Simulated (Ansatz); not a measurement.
# H4N2Si2: levels of theory, part 2 of 2

Aim: for H4N2Si2, compare levels of theory; the runs are relaxing the atoms, batch in weak fields and harmonic vibrations.

Ansatz 0.2.0; DFT r2SCAN, Gaussian basis cc-pV(T+d)Z, and further levels as typed in the inputs. Earlier steps stand in the parts before.

**8. Harmonic vibrations**

It takes the final geometry of step 7.

Contents of input.yaml:

```yaml
crystal:
  periodic: [false, false, false]
  atoms:
    - { symbol: Si, position_ang: [1.33397079, -0.00240149, 0.14649308] }
    - { symbol: Si, position_ang: [-1.32940926, 0.00724901, 0.14274269] }
    - { symbol: "N", position_ang: [0.00648326, 0.92110802, -0.47675761] }
    - { symbol: "N", position_ang: [-0.00014698, -0.91172132, -0.48341789] }
    - { symbol: H, position_ang: [1.60681868, -0.00873469, 1.59948591] }
    - { symbol: H, position_ang: [2.58233406, -0.00416098, -0.63268881] }
    - { symbol: H, position_ang: [-1.60637928, 0.00293761, 1.59496301] }
    - { symbol: H, position_ang: [-2.57555828, 0.01454784, -0.63995037] }
basis:
  gaussian: { orbitals: "cc-pV(T+d)Z.json" }
hamiltonian:
  xc: { name: B3LYP }
phonons: {}
```

The run is started by

```bash
$ ansatz run input.yaml --threads 4 --pin off --max-ram 8192MiB --backend cpu --events-out ev --progress --plain --runs-dir out
```

What it wrote, cut to the lines that bear on the results:

```text
Warning: RAYON_NUM_THREADS=4 ignored (pool sized by the plan → 4); use --threads N
[...]
Functional definition: B3LYP
[...]
1224 factors; their error is unknown
[...]
mean field -18801.67542815 eV, -690.9488277511 hartree, gradient 5.8e-5 eV, S^2 0.000000; 0 other end points of the search recorded, 0 dependent functions left out
[...]
reference -18801.67568888 eV, -690.9488373327 hartree; 23, 23 occupied and 171, 171 virtual orbitals, 1224 factors
[...]
1224 factors; their error is unknown
[...]
mean field -18801.67527694 eV, -690.9488221943 hartree, gradient 2.4e-6 eV, S^2 0.000000; 0 other end points of the search recorded, 0 dependent functions left out
[...]
reference -18801.67553770 eV, -690.9488317771 hartree; 23, 23 occupied and 171, 171 virtual orbitals, 1224 factors
[...]
1224 factors; their error is unknown
[...]
reference -18801.67563181 eV, -690.9488352355 hartree; 23, 23 occupied and 171, 171 virtual orbitals, 1224 factors
[...]
1224 factors; their error is unknown
mean field -18801.67537102 eV, -690.9488256515 hartree, gradient 1.2e-6 eV, S^2 0.000000; 0 other end points of the search recorded, 0 dependent functions left out
[...]
reference -18801.67563175 eV, -690.9488352333 hartree; 23, 23 occupied and 171, 171 virtual orbitals, 1224 factors
[...]
1224 factors; their error is unknown
mean field -18801.67539987 eV, -690.9488267120 hartree, gradient 2.4e-6 eV, S^2 0.000000; 0 other end points of the search recorded, 0 dependent functions left out
[...]
reference -18801.67566055 eV, -690.9488362919 hartree; 23, 23 occupied and 171, 171 virtual orbitals, 1224 factors
[...]
1224 factors; their error is unknown
mean field -18801.67540298 eV, -690.9488268262 hartree, gradient 1.1e-6 eV, S^2 0.000000; 0 other end points of the search recorded, 0 dependent functions left out
[...]
```

**9. More of the same log: b3lyp-vib**

The log, continued, cut to the lines that bear on the results:

```text
reference -18801.67566375 eV, -690.9488364095 hartree; 23, 23 occupied and 171, 171 virtual orbitals, 1224 factors
[...]
1224 factors; their error is unknown
[...]
mean field -18801.67541868 eV, -690.9488274031 hartree, gradient 1.2e-6 eV, S^2 0.000000; 0 other end points of the search recorded, 0 dependent functions left out
[...]
reference -18801.67567941 eV, -690.9488369850 hartree; 23, 23 occupied and 171, 171 virtual orbitals, 1224 factors
[...]
1224 factors; their error is unknown
mean field -18801.67541892 eV, -690.9488274121 hartree, gradient 2.9e-6 eV, S^2 0.000000; 0 other end points of the search recorded, 0 dependent functions left out
[...]
reference -18801.67567964 eV, -690.9488369934 hartree; 23, 23 occupied and 171, 171 virtual orbitals, 1224 factors
[...]
1224 factors; their error is unknown
[...]
Atom 0 at     1.333971    -0.002401     0.146493 Å, force     0.000237    -0.000302     0.000508 eV/Å
Atom 1 at    -1.329409     0.007249     0.142743 Å, force    -0.000309    -0.000234     0.000507 eV/Å
Atom 2 at     0.006483     0.921108    -0.476758 Å, force     0.000073     0.000005    -0.000538 eV/Å
Atom 3 at    -0.000147    -0.911721    -0.483418 Å, force    -0.000045     0.000047    -0.000632 eV/Å
Atom 4 at     1.606819    -0.008735     1.599486 Å, force    -0.000044     0.000138    -0.000225 eV/Å
Atom 5 at     2.582334    -0.004161    -0.632689 Å, force    -0.000063     0.000153     0.000288 eV/Å
Atom 6 at    -1.606379     0.002938     1.594963 Å, force     0.000030     0.000086    -0.000232 eV/Å
Atom 7 at    -2.575558     0.014548    -0.639950 Å, force     0.000121     0.000108     0.000324 eV/Å
Dipole moment:    -0.000542    -0.001358     0.381543 e Å
Vibrations: 206.05 454.85 505.68 532.77 658.22 668.79 700.95 701.00 828.14 836.25 851.66 952.10 1000.17 1025.17 2222.75 2232.93 2270.89 2273.47 cm⁻¹, zero-point energy 1.173005 eV
```

Wall time 62 s (4 threads of Intel Xeon Platinum 8488C (Sapphire Rapids), shared host); peak memory 0.52 GiB.

Harmonic frequencies from the force constants, with rigid motions projected out (i: imaginary):

```csv
mode,cm⁻¹,IR (km/mol)
1,206,5.2
2,455,4.8
3,506,0.0
4,533,3.8
5,658,1.5
6,669,17.3
7,701,85.8
8,701,0.0
9,829,115.9
10,836,0.0
11,852,13.6
12,953,172.3
13,1000,304.8
14,1025,24.8
15,2223,41.6
16,2233,170.6
17,2271,157.3
18,2274,55.2
```

**10. Relaxing the atoms: PBE0, Gaussian basis cc-pV(T+d)Z**

Contents of input.yaml:

```yaml
relax:
  f_tol: 0.001
  max_steps: 200
crystal:
  periodic: [false, false, false]
  atoms:
    - { symbol: Si, position_ang: [1.236243, -0.006118, 0.244718] }
    - { symbol: Si, position_ang: [-1.23073, 0.008654, 0.226985] }
    - { symbol: "N", position_ang: [0.017448, 1.172388, -0.24681] }
    - { symbol: "N", position_ang: [-0.002494, -1.165379, -0.270601] }
    - { symbol: H, position_ang: [1.946776, -0.003841, 1.511338] }
    - { symbol: H, position_ang: [2.189001, -0.001724, -0.858779] }
    - { symbol: H, position_ang: [-1.949578, 0.005828, 1.488994] }
    - { symbol: H, position_ang: [-2.188553, 0.009016, -0.844975] }
basis:
  gaussian: { orbitals: "cc-pV(T+d)Z.json" }
hamiltonian:
  xc: pbe0
```

The run is started by

```bash
$ ansatz run input.yaml --threads 4 --pin off --max-ram 8192MiB --backend cpu --events-out ev --progress --plain --runs-dir out
```

What it wrote, cut to the lines that bear on the results:

```text
Warning: RAYON_NUM_THREADS=4 ignored (pool sized by the plan → 4); use --threads N
[...]
Functional definition: PBE0
[...]
1230 factors; their error is unknown
[...]
mean field -18788.87690015 eV, -690.4784905223 hartree, gradient 6.9e-5 eV, S^2 0.000000; 0 other end points of the search recorded, 0 dependent functions left out
[...]
reference -18788.87692972 eV, -690.4784916091 hartree; 23, 23 occupied and 171, 171 virtual orbitals, 1230 factors
relax step   1: F+E_penalty+E_count = -18788.87690015 eV  Δ(F+E_penalty+E_count) = +0.000e0 eV  max|allowed force component| = 2.855e0 eV/Å  Δτ_max = 0.0000 Å  (31 SCF iters, accepted)
[...]
relax step   7: F+E_penalty+E_count = -18790.39077612 eV  Δ(F+E_penalty+E_count) = -4.039e-4 eV  max|allowed force component| = 6.053e-3 eV/Å  Δτ_max = 0.0137 Å  (35 SCF iters, accepted)
[...]
reference -18790.39081217 eV, -690.5341257628 hartree; 23, 23 occupied and 171, 171 virtual orbitals, 1230 factors
Total energy: -18790.39081217 eV, -690.5341257628 hartree
Atom 0 at     1.319289    -0.002374     0.146401 Å, force     0.000301     0.000054    -0.000533 eV/Å
Atom 1 at    -1.314722     0.007157     0.142473 Å, force    -0.000316     0.000017    -0.000524 eV/Å
Atom 2 at     0.006525     0.896640    -0.530377 Å, force    -0.000014    -0.000735     0.000485 eV/Å
Atom 3 at     0.000081    -0.887060    -0.536705 Å, force     0.000020     0.000725     0.000480 eV/Å
Atom 4 at     1.527349    -0.008325     1.615067 Å, force    -0.000080    -0.000019     0.000181 eV/Å
Atom 5 at     2.596039    -0.004342    -0.594386 Å, force     0.000433    -0.000032    -0.000122 eV/Å
Atom 6 at    -1.527209     0.002717     1.610511 Å, force     0.000112    -0.000001     0.000191 eV/Å
Atom 7 at    -2.589238     0.014412    -0.602114 Å, force    -0.000456    -0.000010    -0.000157 eV/Å
Dipole moment:    -0.000601    -0.001426     0.402124 e Å
```

It took 16 s on 4 threads of Intel Xeon Platinum 8488C (Sapphire Rapids), shared host; peak memory 0.52 GiB.

Relaxation path:

| step | E - E(step 1) (eV) | largest force component (eV/Å) |
| --- | --- | --- |
| 1 | 0.0000 | 2.8552 |
| 2 | -1.0029 | 2.3024 |
| 3 | -1.4328 | 0.3376 |
| 4 | -1.4934 | 0.1827 |
| 5 | -1.5110 | 0.1008 |
| 6 | -1.5135 | 0.0232 |
| 7 | -1.5139 | 0.0061 |
| 8 | -1.5139 | 0.0007 |

Step 1 is the start.

Before: Bond lengths: Si1–N3 1.765 Å, Si2–N3 1.771 Å, Si1–N4 1.773 Å, Si2–N4 1.770 Å, Si1–H5 1.452 Å, Si1–H6 1.458 Å, Si2–H7 1.452 Å, Si2–H8 1.438 Å. Angles: N3–Si2–N4 82.6°, N3–Si2–H7 125.6°, N3–Si2–H8 105.7°, N4–Si2–H7 125.9°, N4–Si2–H8 104.6°, H7–Si2–H8 108.6°, N3–Si1–N4 82.7°, N3–Si1–H5 125.4°, N3–Si1–H6 103.8°, N4–Si1–H5 126.6°, N4–Si1–H6 103.8°, H5–Si1–H6 109.9°, Si1–N3–Si2 88.5°, Si1–N4–Si2 88.2°.

After: Bond lengths: Si1–N3 1.729 Å, Si2–N3 1.729 Å, Si1–N4 1.729 Å, Si2–N4 1.729 Å, Si1–H5 1.483 Å, Si1–H6 1.476 Å, Si2–H7 1.483 Å, Si2–H8 1.476 Å. Angles: N3–Si2–N4 62.1°, N3–Si2–H7 119.7°, N3–Si2–H8 117.4°, N4–Si2–H7 119.7°, N4–Si2–H8 117.4°, H7–Si2–H8 112.1°, N3–Si1–N4 62.1°, N3–Si1–H5 119.7°, N3–Si1–H6 117.4°, N4–Si1–H5 119.7°, N4–Si1–H6 117.5°, H5–Si1–H6 112.1°, Si1–N3–Si2 99.2°, Si1–N4–Si2 99.2°.

**11. Batch in weak fields**

It takes final geometries of earlier steps.

Contents of input.yaml:

```yaml
hamiltonian:
  xc: pbe0
batch:
  members: [f0p.yaml, f0m.yaml, f1p.yaml, f1m.yaml, f2p.yaml, f2m.yaml]
output:
  forces: true
scf:
  lower_state_search: "off"
# f0m.yaml, one of 6 members:
crystal:
  periodic: [false, false, false]
  atoms:
    - { symbol: Si, position_ang: [1.31928863, -0.00237393, 0.14640105] }
    - { symbol: Si, position_ang: [-1.31472177, 0.00715712, 0.14247346] }
    - { symbol: "N", position_ang: [0.0065251, 0.89663972, -0.53037738] }
    - { symbol: "N", position_ang: [8.051e-05, -0.88705982, -0.53670501] }
    - { symbol: H, position_ang: [1.52734852, -0.00832524, 1.61506705] }
    - { symbol: H, position_ang: [2.59603942, -0.00434193, -0.59438557] }
    - { symbol: H, position_ang: [-1.52720908, 0.0027165, 1.61051056] }
    - { symbol: H, position_ang: [-2.58923833, 0.01441157, -0.60211417] }
basis:
  gaussian:
    orbitals: "cc-pV(T+d)Z.json"
    point_charges:
      - { charge: 2.500062, position_ang: [60.002264, 0.002353, 0.156359] }
      - { charge: -2.500062, position_ang: [-59.997736, 0.002353, 0.156359] }
```

What it wrote, cut to the lines that bear on the results:

```text
Warning: RAYON_NUM_THREADS=4 ignored (pool sized by the plan → 4); use --threads N
[...]
Functional definition: PBE0
[...]
Member 2: Total energy: -18790.39088061 eV, -690.5341282781 hartree
Member 2: Atom 0 at     1.319289    -0.002374     0.146401 Å, force     0.000255     0.014366    -0.000566 eV/Å
Member 2: Atom 1 at    -1.314722     0.007157     0.142473 Å, force    -0.000391     0.014330    -0.000521 eV/Å
Member 2: Atom 2 at     0.006525     0.896640    -0.530377 Å, force     0.000026    -0.010274     0.001387 eV/Å
Member 2: Atom 3 at     0.000081    -0.887060    -0.536705 Å, force     0.000058    -0.008890    -0.000427 eV/Å
Member 2: Atom 4 at     1.527349    -0.008325     1.615067 Å, force    -0.000071    -0.002358     0.000197 eV/Å
Member 2: Atom 5 at     2.596039    -0.004342    -0.594386 Å, force     0.000447    -0.002430    -0.000120 eV/Å
[...]
Member 5: Atom 0 at     1.319289    -0.002374     0.146401 Å, force     0.000843     0.000040    -0.019979 eV/Å
Member 5: Atom 1 at    -1.314722     0.007157     0.142473 Å, force    -0.000891     0.000008    -0.019955 eV/Å
Member 5: Atom 2 at     0.006525     0.896640    -0.530377 Å, force    -0.000001    -0.001982     0.010402 eV/Å
Member 5: Atom 3 at     0.000081    -0.887060    -0.536705 Å, force     0.000038     0.002035     0.010473 eV/Å
Member 5: Atom 4 at     1.527349    -0.008325     1.615067 Å, force    -0.000268    -0.000032     0.005514 eV/Å
Member 5: Atom 5 at     2.596039    -0.004342    -0.594386 Å, force     0.000167    -0.000036     0.004038 eV/Å
Member 5: Atom 6 at    -1.527209     0.002717     1.610511 Å, force     0.000298    -0.000015     0.005522 eV/Å
Member 5: Atom 7 at    -2.589238     0.014412    -0.602114 Å, force    -0.000186    -0.000018     0.004005 eV/Å
Member 5: Dipole moment:    -0.000607    -0.001420     0.390910 e Å
Member 5: Checks for a lower state left out: stability, starts, cluster_reference, orbital_swaps, neighbouring_geometries, increment
```

Run time: 9.6 s. Hardware: 4 threads of Intel Xeon Platinum 8488C (Sapphire Rapids), shared host; peak memory 1.6 GiB.

**12. Harmonic vibrations**

It takes the final geometry of step 11.

Changes to input.yaml since step 11:

```diff
@@ -1,10 +1 @@
-hamiltonian:
-  xc: pbe0
-batch:
-  members: [f0p.yaml, f0m.yaml, f1p.yaml, f1m.yaml, f2p.yaml, f2m.yaml]
-output:
-  forces: true
-scf:
-  lower_state_search: "off"
-# f0m.yaml, one of 6 members:
 crystal:
@@ -21,6 +12,5 @@
 basis:
-  gaussian:
-    orbitals: "cc-pV(T+d)Z.json"
-    point_charges:
-      - { charge: 2.500062, position_ang: [60.002264, 0.002353, 0.156359] }
-      - { charge: -2.500062, position_ang: [-59.997736, 0.002353, 0.156359] }
+  gaussian: { orbitals: "cc-pV(T+d)Z.json" }
+hamiltonian:
+  xc: pbe0
+phonons: {}
```

The run is started by

```bash
$ ansatz run input.yaml --threads 4 --pin off --max-ram 8192MiB --backend cpu --events-out ev --progress --plain --runs-dir out
```

What it wrote, cut to the lines that bear on the results:

```text
Warning: RAYON_NUM_THREADS=4 ignored (pool sized by the plan → 4); use --threads N
[...]
Functional definition: PBE0
[...]
1230 factors; their error is unknown
[...]
mean field -18790.39078065 eV, -690.5341246047 hartree, gradient 3.7e-5 eV, S^2 0.000000; 0 other end points of the search recorded, 0 dependent functions left out
[...]
reference -18790.39081166 eV, -690.5341257443 hartree; 23, 23 occupied and 171, 171 virtual orbitals, 1230 factors
[...]
1230 factors; their error is unknown
[...]
mean field -18790.39062736 eV, -690.5341189712 hartree, gradient 2.0e-6 eV, S^2 0.000000; 0 other end points of the search recorded, 0 dependent functions left out
[...]
reference -18790.39065838 eV, -690.5341201111 hartree; 23, 23 occupied and 171, 171 virtual orbitals, 1230 factors
[...]
1230 factors; their error is unknown
[...]
reference -18790.39075389 eV, -690.5341236212 hartree; 23, 23 occupied and 171, 171 virtual orbitals, 1230 factors
[...]
1230 factors; their error is unknown
mean field -18790.39071929 eV, -690.5341223498 hartree, gradient 1.1e-6 eV, S^2 0.000000; 0 other end points of the search recorded, 0 dependent functions left out
[...]
reference -18790.39075030 eV, -690.5341234894 hartree; 23, 23 occupied and 171, 171 virtual orbitals, 1230 factors
[...]
1230 factors; their error is unknown
mean field -18790.39075100 eV, -690.5341235149 hartree, gradient 2.6e-6 eV, S^2 0.000000; 0 other end points of the search recorded, 0 dependent functions left out
[...]
reference -18790.39078201 eV, -690.5341246545 hartree; 23, 23 occupied and 171, 171 virtual orbitals, 1230 factors
[...]
1230 factors; their error is unknown
mean field -18790.39074839 eV, -690.5341234189 hartree, gradient 1.0e-6 eV, S^2 0.000000; 0 other end points of the search recorded, 0 dependent functions left out
[...]
```

**13. More of the same log: pbe0-vib**

The log, continued, cut to the lines that bear on the results:

```text
reference -18790.39077940 eV, -690.5341245586 hartree; 23, 23 occupied and 171, 171 virtual orbitals, 1230 factors
[...]
1230 factors; their error is unknown
[...]
mean field -18790.39077202 eV, -690.5341242875 hartree, gradient 2.9e-6 eV, S^2 0.000000; 0 other end points of the search recorded, 0 dependent functions left out
[...]
reference -18790.39080303 eV, -690.5341254272 hartree; 23, 23 occupied and 171, 171 virtual orbitals, 1230 factors
[...]
1230 factors; their error is unknown
mean field -18790.39077245 eV, -690.5341243031 hartree, gradient 2.4e-6 eV, S^2 0.000000; 0 other end points of the search recorded, 0 dependent functions left out
[...]
reference -18790.39080346 eV, -690.5341254427 hartree; 23, 23 occupied and 171, 171 virtual orbitals, 1230 factors
[...]
1230 factors; their error is unknown
[...]
Atom 0 at     1.319289    -0.002374     0.146401 Å, force     0.000301     0.000023    -0.000538 eV/Å
Atom 1 at    -1.314722     0.007157     0.142473 Å, force    -0.000313    -0.000012    -0.000525 eV/Å
Atom 2 at     0.006525     0.896640    -0.530377 Å, force    -0.000011    -0.000696     0.000458 eV/Å
Atom 3 at     0.000081    -0.887060    -0.536705 Å, force     0.000019     0.000751     0.000513 eV/Å
Atom 4 at     1.527349    -0.008325     1.615067 Å, force    -0.000082    -0.000022     0.000180 eV/Å
Atom 5 at     2.596039    -0.004342    -0.594386 Å, force     0.000433    -0.000031    -0.000122 eV/Å
Atom 6 at    -1.527209     0.002717     1.610511 Å, force     0.000110    -0.000004     0.000191 eV/Å
Atom 7 at    -2.589238     0.014412    -0.602114 Å, force    -0.000456    -0.000011    -0.000157 eV/Å
Dipole moment:    -0.000601    -0.001426     0.402125 e Å
Vibrations: 210.23 467.24 502.47 535.26 653.99 681.01 696.07 699.28 821.37 842.90 871.67 961.77 984.21 1009.38 2223.44 2233.26 2272.04 2274.53 cm⁻¹, zero-point energy 1.174137 eV
```

It took 62 s on 4 threads of Intel Xeon Platinum 8488C (Sapphire Rapids), shared host; peak memory 0.52 GiB.

Harmonic frequencies from the force constants, with rigid motions projected out (i: imaginary):

```csv
mode,cm⁻¹,IR (km/mol)
1,210,4.5
2,468,5.2
3,503,0.0
4,535,3.7
5,654,20.5
6,681,0.2
7,696,78.2
8,700,0.0
9,822,114.3
10,843,0.0
11,872,9.1
12,962,51.5
13,985,380.7
14,1010,28.9
15,2224,32.9
16,2234,146.6
17,2272,145.9
18,2275,49.1
```

**14. The runs side by side**

The summary covers parts 1 to 2.

| step | level | energy above the lowest (eV) | charge | 2S+1 typed | ⟨S²⟩ | dipole (D) | time |
| --- | --- | --- | --- | --- | --- | --- | --- |
| 2 | r2SCAN, Gaussian basis cc-pV(T+d)Z | 0.000 | 0 | 1 | 0.00 | 1.81 | 16 s |
| 4 | r2SCAN, Gaussian basis cc-pV(T+d)Z | 0.000 | 0 | 1 | 0.00 | 1.81 | 47 s |
| 6 | B3LYP, Gaussian basis cc-pV(T+d)Z | 0.000 | 0 | 1 | 0.00 | 1.83 | 14 s |
| 8 | B3LYP, Gaussian basis cc-pV(T+d)Z | 0.000 | 0 | 1 | 0.00 | 1.83 | 62 s |
| 10 | PBE0, Gaussian basis cc-pV(T+d)Z | 0.000 | 0 | 1 | 0.00 | 1.93 | 16 s |
| 12 | PBE0, Gaussian basis cc-pV(T+d)Z | 0.000 | 0 | 1 | 0.00 | 1.93 | 62 s |

Energies compare only among runs of one formula, size, charge, level and basis; each such set counts from its lowest member.

| quantity | value |
| --- | --- |
| mean polarisability (step 3) | 8.75 Å³ |
| harmonic frequencies (step 4) | 213 to 2269 cm⁻¹ |
| zero-point energy (step 4) | 1.170 eV |
| mean polarisability (step 7) | 8.67 Å³ |
| harmonic frequencies (step 8) | 206 to 2274 cm⁻¹ |
| zero-point energy (step 8) | 1.173 eV |
| mean polarisability (step 11) | 8.66 Å³ |
| harmonic frequencies (step 12) | 210 to 2275 cm⁻¹ |
| zero-point energy (step 12) | 1.174 eV |

**Reading.** In step 4 all modes are real: a minimum. In step 8 all modes are real: a minimum. In step 12 all modes are real: a minimum.
